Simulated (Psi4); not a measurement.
# BHCl2O (SMILES OB(Cl)Cl): levels of theory compared

Aim: a comparison of 6 runs (HF/def2-SVP, B3LYP/6-31G*, LRC-wPBE/heavy-aug-cc-pVDZ, PBE0/aug-cc-pVDZ, MP2/STO-3G) of BHCl2O. 

Program for the calculation: Psi4 1.11.

3 further runs of the same task are left out: 3 set aside as unsound or not needed.

**1. The system as given**

The species is BHCl2O (5 atoms), meant as a singlet with charge 0. As SMILES, `OB(Cl)Cl`. The coordinates come from a GFN2-xTB relaxation.

Bond lengths: B1–Cl2 1.721 Å, B1–Cl3 1.751 Å, B1–O4 1.328 Å, O4–H5 0.959 Å. Angles: Cl2–B1–Cl3 119.9°, Cl2–B1–O4 118.3°, Cl3–B1–O4 121.8°, B1–O4–H5 120.0°.

**2. Energy and forces at HF/def2-SVP (run 1)**

The input, job.py:

```python
import psi4

psi4.set_memory('1600 MB')
psi4.set_num_threads(1)
psi4.set_output_file('output.dat', False)

m = psi4.geometry("""
0 1
B      0.253430     0.187710    -0.066050
Cl     1.947600     0.314550    -0.337800
Cl    -0.751960     1.619070    -0.143170
O     -0.253500    -1.010790     0.197520
H     -1.195570    -1.110540     0.349500
units angstrom
symmetry c1
no_reorient
no_com
""")

psi4.set_options({
    'basis': 'def2-SVP',
    'puream': True,
    'e_convergence': 1e-09,
    'd_convergence': 1e-08,
    'scf_type': 'pk',
})

result = psi4.gradient('hf')
print('gradient / Eh bohr^-1')
print(result.np.round(6))
```

Launch:

```sh
$ python job.py
```

output.dat:

```text
[...]
  Running in c1 symmetry.
[...]
  Nuclear repulsion =  184.271365416710836
[...]
  Multiplicity = 1
[...]
  Nalpha       = 24
  Nbeta        = 24
[...]
    Number of basis functions: 69
[...]
   @RHF iter   1: -1018.83361719699224   -3.61310e-01   6.04866e-03 DIIS/ADIIS
[...]
   @RHF iter  11: -1018.90926249483562   -5.22959e-12   7.62534e-09 DIIS
[...]
    Orbital Energies [Eh]
    ---------------------
    Doubly Occupied:
       1A   -104.801233     2A   -104.794757     3A    -20.600682
       4A    -10.566081     5A    -10.560189     6A     -8.040722
       7A     -8.038288     8A     -8.038022     9A     -8.034928
      10A     -8.032384    11A     -8.032004    12A     -7.737361
      13A     -1.394871    14A     -1.137497    15A     -1.100601
      16A     -0.806861    17A     -0.664361    18A     -0.630409
      19A     -0.599080    20A     -0.535380    21A     -0.491370
      22A     -0.489886    23A     -0.466498    24A     -0.449925
[...]
  @RHF Final Energy: -1018.90926249483562
   => Energetics <=
    Nuclear Repulsion Energy =            184.2713654167108359
    One-Electron Energy =               -1774.2744712859266656
    Two-Electron Energy =                 571.0938433743802989
    Total Energy =                      -1018.9092624948356161
[...]
  -Total Gradient:
     Atom            X                  Y                   Z
    ------   -----------------  -----------------  -----------------
       1        0.014839882167     0.010509955104    -0.003750118042
       2       -0.021987544029    -0.002030077225     0.003526102972
       3        0.008250401639    -0.009284534520     0.000225082913
       4        0.015300488427     0.007694666219    -0.003390232596
       5       -0.016403228204    -0.006890009588     0.003389164754
[...]
```

The script printed:

```text
gradient / Eh bohr^-1
[[ 0.01484   0.01051  -0.00375 ]
 [-0.021988 -0.00203   0.003526]
 [ 0.00825  -0.009285  0.000225]
 [ 0.0153    0.007695 -0.00339 ]
 [-0.016403 -0.00689   0.003389]]
```

It took 1.6 s on 1 thread of AMD EPYC 9R45 (Zen 5), shared host; peak memory 0.23 GiB.

**3. Energy and forces at B3LYP/6-31G(d) (spherical functions) (run 2)**

The input, input.json:

```json
{
  "schema_name": "qcschema_input",
  "schema_version": 1,
  "molecule": {
    "schema_name": "qcschema_molecule",
    "schema_version": 2,
    "symbols": ["B", "Cl", "Cl", "O", "H"],
    "geometry": [0.47891329, 0.35472049, -0.12481641, 3.6804306, 0.59441335, -0.63834948, -1.42099846, 3.05959888, -0.27055209, -0.47904557, -1.91011627, 0.3732587, -2.25929986, -2.09861645, 0.66045928],
    "molecular_charge": 0,
    "molecular_multiplicity": 1,
    "fix_symmetry": "c1",
    "fix_com": true,
    "fix_orientation": true
  },
  "driver": "gradient",
  "model": {
    "method": "b3lyp",
    "basis": "6-31G*"
  },
  "keywords": {
    "puream": true,
    "e_convergence": 1e-09,
    "d_convergence": 1e-08,
    "scf_type": "pk",
    "dft_radial_points": 99,
    "dft_spherical_points": 590
  }
}
```

Launch:

```sh
$ psi4 --qcschema input.json -n 1 --memory 1600MB
```

stdout:

```text
[...]
  Running in c1 symmetry.
[...]
  Nuclear repulsion =  184.271365440900496
[...]
  Multiplicity = 1
[...]
  Nalpha       = 24
  Nbeta        = 24
[...]
    Number of basis functions: 66
[...]
   @RKS iter   1: -1021.04550197563026    1.32101e-02   9.24407e-03 DIIS/ADIIS
[...]
   @RKS iter  11: -1021.19379562624101   -3.97904e-12   6.31877e-09 DIIS
[...]
  @RKS Final Energy: -1021.19379562624101
   => Energetics <=
    Nuclear Repulsion Energy =            184.2713654409004960
    One-Electron Energy =               -1775.1838507863465111
    Two-Electron Energy =                 625.8694069168250280
    DFT Exchange-Correlation Energy =     -56.1507171976201391
    Empirical Dispersion Energy =           0.0000000000000000
    VV10 Nonlocal Energy =                  0.0000000000000000
    Total Energy =                      -1021.1937956262410125
[...]
  -Total Gradient:
     Atom            X                  Y                   Z
    ------   -----------------  -----------------  -----------------
       1        0.010769642837    -0.002409648434    -0.001119396569
       2       -0.022052626051    -0.001236654468     0.003411205578
       3        0.009300613045    -0.011843670553     0.000475874402
       4       -0.006248392965     0.021186324042    -0.002402930108
       5        0.008234578699    -0.005689833529    -0.000366536824
[...]
```

The result, in JSON:

```text
{
 "driver": "gradient",
 "model": {
  "method": "b3lyp",
  "basis": "6-31G*"
 },
 "success": true,
 "return_result": [0.01076964283714391, -0.002409648433512629, -0.0011193965685476898, -0.02205262605089736, -0.0012366544681893903, 0.003411205577584203, 0.009300613044789893, -0.011843670553270902, 0.000475874401852993, -0.006248392965388969, 0.02118632404160542, -0.0024029301081115, 0.008234578698849387, -0.0056898335293196975, -0.0003665368240931416],
 "properties": {
  "calcinfo_nbasis": 66,
  "calcinfo_nmo": 66,
  "calcinfo_nalpha": 24,
  "calcinfo_nbeta": 24,
  "calcinfo_natom": 5,
  "nuclear_repulsion_energy": 184.2713654409005,
  "return_energy": -1021.193795626241,
  "return_gradient": [0.01076964283714391, -0.002409648433512629, -0.0011193965685476898, -0.02205262605089736, -0.0012366544681893903, 0.003411205577584203, 0.009300613044789893, -0.011843670553270902, 0.000475874401852993, -0.006248392965388969, 0.02118632404160542, -0.0024029301081115, 0.008234578698849387, -0.0056898335293196975, -0.0003665368240931416],
  "scf_one_electron_energy": -1775.1838507863465,
  "scf_two_electron_energy": 625.869406916825,
  "scf_xc_energy": -56.15071719762014,
  "scf_dipole_moment": [-0.7473761716026743, -0.38665019414568746, 0.16982954045695564],
  "scf_total_energy": -1021.193795626241,
  "scf_total_gradient": [0.01076964283714391, -0.002409648433512629, -0.0011193965685476898, -0.02205262605089736, -0.0012366544681893903, 0.003411205577584203, 0.009300613044789893, -0.011843670553270902, 0.000475874401852993, -0.006248392965388969, 0.02118632404160542, -0.0024029301081115, 0.008234578698849387, -0.0056898335293196975, -0.0003665368240931416],
  "scf_iterations": 11
 }
}
```

It took 6.3 s on 1 thread of AMD EPYC 9R45 (Zen 5), shared host; peak memory 0.69 GiB.

Runs 3 to 5 aren't shown in full; the table further down has their settings and results.

**4. A single-point energy at MP2/STO-3G (run 6)**

The input, input.dat:

```
memory 1600 mb

molecule {
  B      0.47891329     0.35472049    -0.12481641
  Cl     3.68043060     0.59441335    -0.63834948
  Cl    -1.42099846     3.05959888    -0.27055209
  O     -0.47904557    -1.91011627     0.37325870
  H     -2.25929986    -2.09861645     0.66045928
  units au
  symmetry c1
  no_reorient
  no_com
}

set basis STO-3G
set reference rhf
set puream true
set e_convergence 1e-09
set d_convergence 1e-08
set scf_type pk
set num_frozen_docc 12
set mp2_type conv

e, wfn = energy('mp2', return_wfn=True)
```

Launch:

```sh
$ psi4 -i input.dat -o output.dat -n 1
```

output.dat:

```text
[...]
  Running in c1 symmetry.
[...]
  Nuclear repulsion =  184.271365440900496
[...]
  Multiplicity = 1
[...]
  Nalpha       = 24
  Nbeta        = 24
[...]
    Number of basis functions: 29
[...]
   @RHF iter   1: -1007.98082426576457   -1.35558e+00   1.29998e-02 ADIIS/DIIS
[...]
   @RHF iter  10: -1008.09360218697952   -2.16005e-12   4.36537e-09 DIIS
[...]
  @RHF Final Energy: -1008.09360218697952
   => Energetics <=
    Nuclear Repulsion Energy =            184.2713654409004960
    One-Electron Energy =               -1762.1540126542829512
    Two-Electron Energy =                 569.7890450264028459
    Total Energy =                      -1008.0936021869795240
[...]
 Multipole Moments:
 ------------------------------------------------------------------------------------
     Multipole            Electronic (a.u.)      Nuclear  (a.u.)        Total (a.u.)
 ------------------------------------------------------------------------------------
 L = 1.  Multiply by 2.5417464519 to convert [e a0] to [Debye]
 Dipole X            :        -35.5795353           34.7132484           -0.8662869
 Dipole Y            :        -47.1812170           46.5122637           -0.6689532
 Dipole Z            :         12.6614670          -12.4288799            0.2325871
 Magnitude           :                                                    1.1189496
[...]
	SCS-MP2 Total Energy (a.u.)        : -1008.19033628896477
	SOS-MP2 Total Energy (a.u.)        : -1008.18382771460779
	SCSN-MP2 Total Energy (a.u.)       : -1008.12796745958440
[...]
	SOS-PI-MP2 Total Energy (a.u.)     : -1008.19886530254576
[...]
	MP2 Total Energy (a.u.)            : -1008.18831584974066
[...]
```

Run time: 0.9 s. Hardware: 1 thread of AMD EPYC 9R45 (Zen 5), shared host; peak memory 0.19 GiB.

**5. The series**

```
run                                         level         integration grid      task   energy (Eh)  dipole moment (D)  HOMO energy (eV)  LUMO energy (eV)  wall time
  1                                   HF/def2-SVP                        –  gradient  -1018.909262               2.09            -12.24              4.13      1.6 s
  2            B3LYP/6-31G* (spherical functions)  99 radial × 590 angular  gradient  -1021.193796               2.18             -8.60             -0.16      6.3 s
  3            B3LYP/6-31G* (Cartesian functions)  99 radial × 590 angular    energy  -1021.201990               2.17             -8.60             -0.16      4.8 s
  4  LRC-wPBE/heavy-aug-cc-pVDZ (density fitting)  50 radial × 194 angular    energy  -1020.831437               1.93            -11.25              0.86      2.9 s
  5                              PBE0/aug-cc-pVDZ  99 radial × 590 angular    energy  -1020.828849               1.88             -9.07             -0.38       14 s
  6                                    MP2/STO-3G                        –    energy  -1008.188316                  –            -10.97              6.82      0.9 s
```

**6. Summary of results**

| quantity | value |
| --- | --- |
| run 6: total energy | -1008.18832 Eh |
| run 6: HOMO energy (Hartree–Fock orbitals) | -10.97 eV |
| run 6: LUMO energy (Hartree–Fock orbitals) | 6.82 eV |
| run 6: HOMO–LUMO gap (Hartree–Fock orbitals) | 17.79 eV |
| run 6: correlation energy (12 core orbitals frozen) | -94.7 mEh |

In words: Over runs 1, 2, 3, 4, 5 the dipole moment (its size) runs from 1.88 D (PBE0/aug-cc-pVDZ) to 2.18 D (B3LYP/6-31G*). The two ends differ in method and basis. Over runs 1, 2, 3, 4, 5 the HOMO–LUMO gap runs from 8.44 eV (B3LYP/6-31G*) to 16.37 eV (HF/def2-SVP). Totals of different functionals can't be ranked against each other. In run 6 the basis is minimal, so the values are rough. All runs together took 31 s, the longest 14 s.
